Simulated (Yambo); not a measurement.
# Ge (Fd-3m) in Yambo: further runs, part 2 of 3

Yambo 5.3.0. The steps go on from the part before.

**3. G0W0 quasiparticle levels, PBEsol**

The input, g0w00.in:

```
gw0
dyson
el_el_corr
rim_cut
HF_and_locXC
ppa
em1d
RandQpts= 1000000
RandGvec= 50 RL
EXXRLvcs= 78 Ry
VXCRLvcs= 78 Ry
Chimod= "HARTREE"
% BndsRnXp
 1 | 94 |
%
NGsBlkXp= 6 Ry
% LongDrXp
 1 | 1 | 1 |
%
PPAPntXp= 27.21138 eV
% GbndRnge
 1 | 94 |
%
GTermKind= "BG"
DysSolver= "n"
ExtendOut
% QPkrange
 1 | 1 | 13 | 17 |
 16 | 16 | 13 | 17 |
%
```

The input, scf.in:

```
&CONTROL
  calculation = 'scf'
  prefix = 'pwscf'
  outdir = './tmp'
  pseudo_dir = './pseudo'
/
&SYSTEM
  ibrav = 0
  nat = 2
  ntyp = 1
  ecutwfc = 78
  nbnd = 21
  occupations = 'smearing'
  smearing = 'fd'
  degauss = 0.00367493
  force_symmorphic = .true.
/
&ELECTRONS
  conv_thr = 4d-10
  electron_maxstep = 120
  mixing_beta = 0.5
/
ATOMIC_SPECIES
Ge    72.6300 Ge.upf
CELL_PARAMETERS angstrom
   0.0000000000    2.8289100000    2.8289100000
   2.8289100000    0.0000000000    2.8289100000
   2.8289100000    2.8289100000    0.0000000000
ATOMIC_POSITIONS crystal
Ge     0.7500000000    0.7500000000    0.7500000000
Ge     0.5000000000    0.5000000000    0.5000000000
K_POINTS automatic
8 8 8 0 0 0
```

The input, nscf.in:

```
&CONTROL
  calculation = 'nscf'
  prefix = 'pwscf'
  outdir = './tmp'
  pseudo_dir = './pseudo'
/
&SYSTEM
  ibrav = 0
  nat = 2
  ntyp = 1
  ecutwfc = 78
  nbnd = 94
  occupations = 'smearing'
  smearing = 'fd'
  degauss = 0.00367493
  force_symmorphic = .true.
/
&ELECTRONS
  conv_thr = 1d-08
  diago_full_acc = .true.
  diago_thr_init = 1d-06
/
ATOMIC_SPECIES
Ge    72.6300 Ge.upf
CELL_PARAMETERS angstrom
   0.0000000000    2.8289100000    2.8289100000
   2.8289100000    0.0000000000    2.8289100000
   2.8289100000    2.8289100000    0.0000000000
ATOMIC_POSITIONS crystal
Ge     0.7500000000    0.7500000000    0.7500000000
Ge     0.5000000000    0.5000000000    0.5000000000
K_POINTS automatic
6 6 6 0 0 0
```

Potentials or basis: PseudoDojo 0.4.1 SR PBEsol standard.

Launch:

```bash
$ OMP_NUM_THREADS=1 pw.x -in scf.in > scf.out
$ OMP_NUM_THREADS=1 pw.x -in nscf.in > nscf.out
$ cd tmp/pwscf.save; p2y; mv SAVE ../..; cd ../..
$ OMP_NUM_THREADS=1 yambo
$ OMP_NUM_THREADS=1 yambo -F g0w00.in -J g0w00 -C g0w00_out
```

Yambo's report:

```text
[... sections 02.01 to 02.04 as in the set-up run ...]

[... 5 lines left out ...]
  [X] Bosonic    Temperature                        :  0.258606E-1   300.100    [eV K]
  [X] Finite Temperature mode                       : yes
  [X] El. density                                   :  0.61840E+24 [cm-3]
  [X] Fermi Level                                   :  9.437253 [eV]

  [X] === Gaps and Widths ===
  [X] Conduction Band Min                           :  9.437253 [eV]
  [X] Valence Band Max                              :  9.437253 [eV]
  [X] Filled Bands                                  :  11
  [X] Metallic Bands                                :  12  15
  [X] Empty Bands                                   :   16   94

  [X] === Metallic Characters ===
  [X] N of el / N of met el                         :  28.00000   5.99159
  [X] Average metallic occ.                         :  0.374474

  [WARNING] [X] Metallic system

 [03] Transferred momenta grid and indexing
 ==========================================

 IBZ Q-points                                      :  16
 BZ  Q-points                                      :  216

 K/Q-points units:
 rlu = crystal or reduced units; cc = cartesian coordinates; iku = interal k-units
[... 314 lines left out ...]
   B=16 Eo=  2.61 E=  2.47 E-Eo= -0.14 Re(Z)=0.80 Im(Z)=-0.147950E-2 nlXC= -6.80625 lXC= -10.7630 So= -4.13472
   B=17 Eo=  6.50 E=  6.34 E-Eo= -0.16 Re(Z)=0.77 Im(Z)=-0.130611E-2 nlXC= -6.45697 lXC= -11.4533 So= -5.19865

  [WR./g0w00//ndb.QP]-------------------------------------------------------------
   Lattice constants                                :  5.345865  5.345865  5.345865
   Coulomb cutoff potential                         : none
   Electronic Temperature                           :  300.1000 [K]
   Bosonic    Temperature                           :  300.1000 [K]
   Green`s function   energies                      : Perdew, Burke & Ernzerhof SOL(X)+Perdew, Burke & Ernzerhof SOL(C)
   wavefunctions                                    : Perdew, Burke & Ernzerhof SOL(X)+Perdew, Burke & Ernzerhof SOL(C)
   PPA    diel. fun.  energies                      : Perdew, Burke & Ernzerhof SOL(X)+Perdew, Burke & Ernzerhof SOL(C)
   wavefunctions                                    : Perdew, Burke & Ernzerhof SOL(X)+Perdew, Burke & Ernzerhof SOL(C)
   QP tot states                                    :  10
   GW solver                                        : Newton
   GW approximation                                 : PPA
   PPA imaginary Energy                             :  27.21138 ev
   RIM G`s                                          :   51
   RIM random pts                                   :  1000000
   dS/dw steps                                      :  2
   dS/dw step                                       :  0.100000 ev
   X G`s                                            :   89 used
   X G`s                                            :   89 disk
   X bands                                          :    1   94
   X poles                                          :  100.0000 o/o
   X e/h E range                                    : -1.000000 -1.000000 ev
   X Hxc Kernel                                     : HARTREE
   X BZ energy Double Grid                          : no
   X Optical Averaged directions                    : none
   Sc/G bands                                       :    1   94
   Sc/G damping                                     :  0.100000 ev
   Sc bands terminator                              : yes
   Sc terminator kind                               : BG
   Sc Terminator pole                               :  40.81708
   Sx RL components                                 :   3647

   QP @ state[ 1 ] K range                          :  1  1
   QP @ state[ 1 ] b range                          :  13  17
   QP @ state[ 2 ] K range                          :  16  16
   QP @ state[ 2 ] b range                          :  13  17
   GF energies kind                                 : Perdew, Burke & Ernzerhof SOL(X)+Perdew, Burke & Ernzerhof SOL(C)
   GF WF`s kind                                     : Perdew, Burke & Ernzerhof SOL(X)+Perdew, Burke & Ernzerhof SOL(C)
   Xs energies kind                                 : Perdew, Burke & Ernzerhof SOL(X)+Perdew, Burke & Ernzerhof SOL(C)
   Xs WF`s kind                                     : Perdew, Burke & Ernzerhof SOL(X)+Perdew, Burke & Ernzerhof SOL(C)
```

r_setup:

```text
[02] CORE Variables Setup
 =========================

  [02.01] Unit cells
  ==================

  Cell kind             :  FCC
  Atoms in the cell     :  Ge
  number of Ge atoms    :  2

  List of atomic masses
[... 334 lines left out ...]
  [03.01] X indexes
  =================

   [03.01.01] Sigma indexes
   ========================

   [WR./SAVE//ndb.kindx]-----------------------------------------------------------
    Fragmentation                                    : no
    Polarization last K ( bz)                        :  216
    Polarization last K (ibz)                        :  16
    QP states                                        :   1  16
    X grid is uniform                                : yes
    Grids (string)                                   :  X S
    Grids (int-vector)                               :  1  0  0  1
```

o-g0w00.qp:

```text
# GW solver                                       : Newton
# GW approximation                                : PPA
# PPA imaginary Energy                            :   27.2113800    [ev]
[... 41 lines left out ...]
        16                 16                 2.613627           2.471966          -0.141660          -10.76295          -6.806253          -4.134718          -4.098362          -6.989839           0.795623          -0.001480          -13.96252           47.14133
        16                 17                 6.500935           6.344750          -0.156185          -11.45330          -6.456966          -5.198650          -5.152516          -8.045039           0.771811          -0.001306          -18.96749           34.70211
#
```

Run time: 16 min. Hardware: 1 thread of Arm Neoverse V2, shared host; peak memory 0.56 GiB.

Results:

| Item | Value |
| --- | --- |
| Band gap on the k mesh, mean-field level | none (metal or under the smearing width) |

Quasiparticle terms (eV):
```tsv
k point	band	Kohn-Sham level	Vxc	Σx	Σc	Z	result
(0.000, 0.000, 0.000)	13	-0.02	-12.64	-13.90	0.18	0.80	-0.88
(0.000, 0.000, 0.000)	14	-0.02	-12.64	-13.90	0.18	0.80	-0.88
(0.000, 0.000, 0.000)	15	-0.02	-12.64	-13.90	0.18	0.80	-0.89
(0.000, 0.000, 0.000)	16	2.51	-11.10	-7.65	-3.87	0.79	2.19
(0.000, 0.000, 0.000)	17	2.51	-11.10	-7.65	-3.87	0.79	2.19
(0.167, -0.500, -0.333)	13	-3.78	-10.82	-14.05	1.99	0.78	-4.74
(0.167, -0.500, -0.333)	14	-3.78	-10.82	-14.05	1.99	0.78	-4.74
(0.167, -0.500, -0.333)	15	2.61	-10.77	-6.81	-4.13	0.80	2.48
(0.167, -0.500, -0.333)	16	2.61	-10.76	-6.81	-4.13	0.80	2.47
(0.167, -0.500, -0.333)	17	6.50	-11.45	-6.46	-5.20	0.77	6.34
```

Caveat: the potentials hold a filled d shell without the s and p states of that shell, which can shift GW gaps by tenths of an eV, either way; the plasmon-pole model is rough for a metal; the ground state has no gap, which makes the many-body step unreliable; this version prints the column dSc/dw multiplied by 27.2; the terminator is approximate in this version, by hundredths of an eV.

**4. Optical spectrum, PBEsol**

The input, optics1.in:

```
optics
chi
Chimod= "HARTREE"
% BndsRnXd
 1 | 39 |
%
NGsBlkXd= 3 Ry
% LongDrXd
 1 | 0 | 0 |
%
% QpntsRXd
 1 | 1 |
%
% EnRngeXd
 0 | 20 | eV
%
% DmRngeXd
 0.1 | 0.1 | eV
%
ETStpsXd= 200
```

scf.in is that of step 3.

nscf.in is that of step 3.

Potentials or basis: PseudoDojo 0.4.1 SR PBEsol standard.

Launch:

```bash
$ OMP_NUM_THREADS=1 pw.x -in scf.in > scf.out
$ OMP_NUM_THREADS=1 pw.x -in nscf.in > nscf.out
$ cd tmp/pwscf.save; p2y; mv SAVE ../..; cd ../..
$ OMP_NUM_THREADS=1 yambo
$ OMP_NUM_THREADS=1 yambo -F optics1.in -J optics1 -C optics1_out
```

Yambo's report:

```text
[... sections 02.01 to 02.04 as in the set-up run ...]

[... 5 lines left out ...]
  [X] Bosonic    Temperature                        :  0.258606E-1   300.100    [eV K]
  [X] Finite Temperature mode                       : yes
  [X] El. density                                   :  0.61840E+24 [cm-3]
  [X] Fermi Level                                   :  9.437253 [eV]

  [X] === Gaps and Widths ===
  [X] Conduction Band Min                           :  9.437253 [eV]
  [X] Valence Band Max                              :  9.437253 [eV]
  [X] Filled Bands                                  :  11
  [X] Metallic Bands                                :  12  15
  [X] Empty Bands                                   :   16   94

  [X] === Metallic Characters ===
  [X] N of el / N of met el                         :  28.00000   5.99159
  [X] Average metallic occ.                         :  0.374474

  [WARNING] [X] Metallic system

 [03] Transferred momenta grid and indexing
 ==========================================

 IBZ Q-points                                      :  16
 BZ  Q-points                                      :  216

 K/Q-points units:
 rlu = crystal or reduced units; cc = cartesian coordinates; iku = interal k-units

 Q [ 1]         [rlu]:  0.000000  0.000000  0.000000
 Q [ 2]         [rlu]:  0.95643E-17 -0.18191E-16  0.16667
 Q [ 3]         [rlu]:  0.19129E-16 -0.36383E-16  0.33333
 Q [ 4]         [rlu]:  0.25892E-17  0.25892E-17 -0.50000
 Q [ 5]         [rlu]:  0.57972E-17  0.16667      0.16667
 Q [ 6]         [rlu]:  0.95643E-17  0.16667      0.33333
 Q [ 7]         [rlu]:  0.10847E-16  0.16667      0.50000
 Q [ 8]         [rlu]:  0.25892E-17  0.16667     -0.33333
 Q [ 9]         [rlu]:  0.86270E-17  0.16667     -0.16667
 Q [10]         [rlu]:  0.11594E-16  0.33333      0.33333
 Q [11]         [rlu]:  0.20758E-16  0.33333      0.50000
 Q [12]         [rlu]:  0.89730E-17  0.33333     -0.33333
 Q [13]         [rlu]: -0.17392E-16 -0.50000     -0.50000
 Q [14]         [rlu]:  0.166667  0.333333  0.500000
 Q [15]         [rlu]:  0.166667  0.333333 -0.333333
 Q [16]         [rlu]:  0.166667 -0.500000 -0.333333

 [WARNING] [Xd] User bands 1-39 break level degeneracy

 [04] Dipoles
 ============

  [04.01] Setup: observables and procedures
  =========================================

  [WF-Oscillators/G space/Transverse up loader] Normalization (few states)  min/max  :  0.69389E-17   1.0000

  [WR./optics1//ndb.dipoles]------------------------------------------------------
   Brillouin Zone Q/K grids (IBZ/BZ)                :   16  216   16  216
   RL vectors                                       :   4573 [WF]
   Fragmentation                                    : yes
   Electronic Temperature                           :  300.1000 [K]
   Bosonic    Temperature                           :  300.1000 [K]
   DIP band range                                   :    1   39
   DIP band range limits                            :  15  12
   DIP e/h energy range                             : -1.000000 -1.000000 [eV]
   RL vectors in the sum                            :   4573
   [r,Vnl] included                                 : yes
   Bands ordered                                    : yes
[... 7 lines left out ...]
  [WARNING] In case H contains other non local terms, these are neglected

 [05] Optics
 ===========

 [X-CG] R(p) Tot o/o(of R):    3914   76162     100

 [WARNING] The system is a metal but Drude term not included.
```

Wall time 81 s (1 thread of Arm Neoverse V2, shared host); peak memory 0.38 GiB.

Results:

| Item | Value |
| --- | --- |
| Band gap on the k mesh, mean-field level | none (metal or under the smearing width) |

Dielectric function (along the field direction of the input):
```tsv
energy (eV)	real part	imaginary part
0.50	-101.94	58.56
1.51	10.55	138.34
2.51	14.46	18.24
3.52	19.00	32.88
4.52	-12.64	6.42
5.63	-5.82	6.55
6.63	-6.47	3.96
7.64	-4.40	2.70
8.64	-3.05	0.89
9.65	-1.98	0.70
10.75	-1.60	0.88
11.76	-1.55	0.55
12.76	-1.08	0.40
13.77	-0.57	0.42
14.77	-0.55	0.30
15.88	-0.24	0.22
16.88	-0.04	0.25
17.89	0.00	0.19
18.89	0.12	0.05
20.00	0.29	0.10
```

Caveat: the intraband (Drude) term of the metal is left out; the ground state has no gap, which makes the many-body step unreliable; spectra need much finer meshes, so this one isn't converged; these spectra lack excitons.

**5. Optical spectrum by the Bethe-Salpeter equation, PBEsol**

The input, bse2.in:

```
optics
bse
bss
rim_cut
em1s
RandQpts= 1000000
RandGvec= 50 RL
Chimod= "HARTREE"
% BndsRnXs
 1 | 39 |
%
NGsBlkXs= 5 Ry
% LongDrXs
 1 | 0 | 0 |
%
BSKmod= "SEX"
BSEmod= "retarded"
BSSmod= "d"
% BSEQptR
 1 | 1 |
%
% BSEBands
 13 | 17 |
%
BSENGexx= 20 Ry
BSENGBlk= 5 Ry
% BEnRange
 0 | 20 | eV
%
% BDmRange
 0.1 | 0.1 | eV
%
BEnSteps= 200
% BLongDir
 1 | 0 | 0 |
%
BSEprop= "abs"
WRbsWF
```

scf.in is that of step 4.

nscf.in is that of step 4.

Potentials or basis: PseudoDojo 0.4.1 SR PBEsol standard.

Launch:

```bash
$ OMP_NUM_THREADS=1 pw.x -in scf.in > scf.out
$ OMP_NUM_THREADS=1 pw.x -in nscf.in > nscf.out
$ cd tmp/pwscf.save; p2y; mv SAVE ../..; cd ../..
$ OMP_NUM_THREADS=1 yambo
$ mkdir -p bse2; ln -s $PWD/g0w00/ndb.RIM bse2/
$ OMP_NUM_THREADS=1 yambo -F bse2.in -J bse2 -C bse2_out
$ OMP_NUM_THREADS=1 ypp -J bse2 -C bse2_out -e s -b 1
```

Yambo's report:

```text
[... sections 02.01 to 02.04 as in the set-up run ...]

[... 5 lines left out ...]
  [X] Bosonic    Temperature                        :  0.258606E-1   300.100    [eV K]
  [X] Finite Temperature mode                       : yes
  [X] El. density                                   :  0.61840E+24 [cm-3]
  [X] Fermi Level                                   :  9.437253 [eV]

  [X] === Gaps and Widths ===
  [X] Conduction Band Min                           :  9.437253 [eV]
  [X] Valence Band Max                              :  9.437253 [eV]
  [X] Filled Bands                                  :  11
  [X] Metallic Bands                                :  12  15
  [X] Empty Bands                                   :   16   94

  [X] === Metallic Characters ===
  [X] N of el / N of met el                         :  28.00000   5.99159
  [X] Average metallic occ.                         :  0.374474

  [WARNING] [X] Metallic system

 [03] Transferred momenta grid and indexing
 ==========================================

 [BZ sampling] Q-grid is User defined and/or read from the database

 IBZ Q-points                                      :  16
 BZ  Q-points                                      :  216

 K/Q-points units:
 rlu = crystal or reduced units; cc = cartesian coordinates; iku = interal k-units

 Q [ 1]         [rlu]:  0.000000  0.000000  0.000000
 Q [ 2]         [rlu]:  0.95643E-17 -0.18191E-16  0.16667
 Q [ 3]         [rlu]:  0.19129E-16 -0.36383E-16  0.33333
 Q [ 4]         [rlu]:  0.25892E-17  0.25892E-17 -0.50000
[... 203 lines left out ...]
     [RIM] Random points                              :  1000000 [col]
     [SOC] Perturbative SOC                           : no
     [K] Kernel long-range exchange                   : BAR

    [07.01.05.03] Wave-Function Phases
    ==================================

    [BSE] WF phases found       :  60.80729 [o/o]

   [07.01.06] BSE solver(s) @q1
   ============================

   [07.01.07] Diago Solver @q1
   ===========================

   [WR./bse2//ndb.BS_diago_Q1]-----------------------------------------------------
    BS kernel          energies                      : Perdew, Burke & Ernzerhof SOL(X)+Perdew, Burke & Ernzerhof SOL(C)
    [K] Identifier                                   :   6594
    [K] Dimension                                    :  1304
    [K] Bands                                        :  13  17
    [K] Exchange                                     : yes [res]
    [K] Correlation                                  : yes [res]
    [K] Kernel`s coupling                            : no
    [K] Exchange                                     : no [cpl]
    [K] Correlation                                  : no [cpl]
    [K] W interaction is bare                        : no
    [K] ALDA kernel in R-space                       : no
    [K] RL vectors                                   :   531 [exchange]
    [K] RL vectors                                   :   65 [correlation]
    [K] E/h energy range                             : -1.000000 -1.000000 [eV]
    [K] Coupling range                               :  100.0000  100.0000 [o/o]
    [W] Interaction is diagonal                      : no
    [W] Matrix size                                  :   65
    [W] Bands                                        :    1   39
    [W] e/h energy range                             : -1.000000 -1.000000 [eV]
    [W] Poles                                        :  100.0000 [o/o]
    [W] RL vectors in the sum                        :   4573
    [W] [r,Vnl] included                             : yes
    [W] Field direction                              :  0.100000E-4   0.00000      0.00000
    [W] Coulomb Cutoff                               : none
    [W] Hxc Kernel                                   : HARTREE
    [RIM] RL components                              :   51 [col]
    [RIM] Random points                              :  1000000 [col]
    [SOC] Perturbative SOC                           : no
    [K] Kernel long-range exchange                   : BAR
    [BSS] Eigenstates included                       : yes
    [BSS] Field direction                            :  0.100000E-4   0.00000      0.00000
    [BSS] Eigenstates computed                       :  1304
    [BSS] Number of BSE matrices                     :  1
```

It took 5.4 min on 1 thread of Arm Neoverse V2, shared host; peak memory 0.37 GiB.

Results:

```
Band gap on the k mesh, mean-field level : none (metal or under the smearing width)
```

Dielectric function (along the field direction of the input):
| energy (eV) | real part | imaginary part |
| --- | --- | --- |
| 0.30 | 39.39 | 0.87 |
| 0.90 | 54.69 | 6.10 |
| 1.61 | -57.58 | 54.42 |
| 2.31 | 13.11 | 7.51 |
| 3.02 | 21.59 | 21.95 |
| 3.62 | -22.10 | 45.56 |
| 4.32 | -12.39 | 4.18 |
| 5.03 | -6.64 | 6.56 |
| 5.73 | -5.44 | 4.76 |
| 6.33 | -3.64 | 6.79 |
| 7.04 | -5.87 | 2.30 |
| 7.74 | -3.94 | 1.72 |
| 8.44 | -3.39 | 0.27 |
| 9.05 | -2.36 | 0.14 |
| 9.75 | -1.52 | 0.15 |
| 10.45 | -1.63 | 0.29 |
| 11.16 | -1.19 | 0.08 |
| 11.76 | -0.85 | 0.04 |
| 12.46 | -0.59 | 0.04 |
| 13.17 | -0.40 | 0.03 |
| 13.87 | -0.24 | 0.02 |
| 14.47 | -0.13 | 0.02 |
| 15.18 | -0.02 | 0.01 |
| 15.88 | 0.08 | 0.01 |
| 16.58 | 0.16 | 0.01 |
| 17.19 | 0.22 | 0.01 |
| 17.89 | 0.29 | 0.01 |
| 18.59 | 0.34 | 0.01 |
| 19.30 | 0.39 | 0.01 |
| 20.00 | 0.44 | 0.01 |

Caveat: the intraband (Drude) term of the metal is left out; the ground state has no gap, which makes the many-body step unreliable; the transitions start from uncorrected Kohn-Sham levels, so peaks lie too low; exciton energies and binding change strongly with the k mesh and aren't converged on this one; spectra need much finer meshes, so this one isn't converged.

[end of part 2 of 3]
